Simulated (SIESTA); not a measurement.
TiSn3:

```
Sn Ti
1.0
     6.28609    0.00000    0.00000
    -3.14305    5.44391    0.00000
     0.00000    0.00000    5.49263
Sn Ti
6 2
Cartesian
  0.0000 1.8603 1.3732
  -1.5319 4.5137 1.3732
  1.5319 4.5137 1.3732
  3.1430 3.5836 4.1195
  4.6750 0.9302 4.1195
  1.6111 0.9302 4.1195
  0.0000 3.6293 4.1195
  3.1430 1.8146 1.3732
```

The cell comes from a database or a generator and needn't be the stable form of this composition.

Base run:

* Program: SIESTA 5.4.2
* Functional: PBEsol
* Potentials or basis: PseudoDojo 0.4 standard (PBEsol files)
* Basis: DZP (energy shift 0.003 Ry; two zetas on semicore shells)
* Grid cutoff: 800 Ry
* Energy shift: 0.003 Ry
* k mesh: 5 × 5 × 5
* Occupations: fermi-dirac, width 0.05 eV
* Spin: no spin polarisation

Its results: band gap on the k mesh none (metal or under the smearing width); pressure -2.7 GPa; largest force 0.066 eV/Å.

Q: The run is repeated on the same cell with these changes: functional from PBEsol to PBE; potentials or basis from PseudoDojo 0.4 standard (PBEsol files) to PseudoDojo 0.4 standard (PBE files). What comes out?

A: Band gap on the k mesh none (metal or under the smearing width); pressure 0.5 GPa; largest force 0.048 eV/Å.

Caveats: the basis of atomic orbitals isn't converged, which shifts pressures, moduli and gaps; spin-orbit coupling is left out, which moves the levels of the heavy elements (some runs).
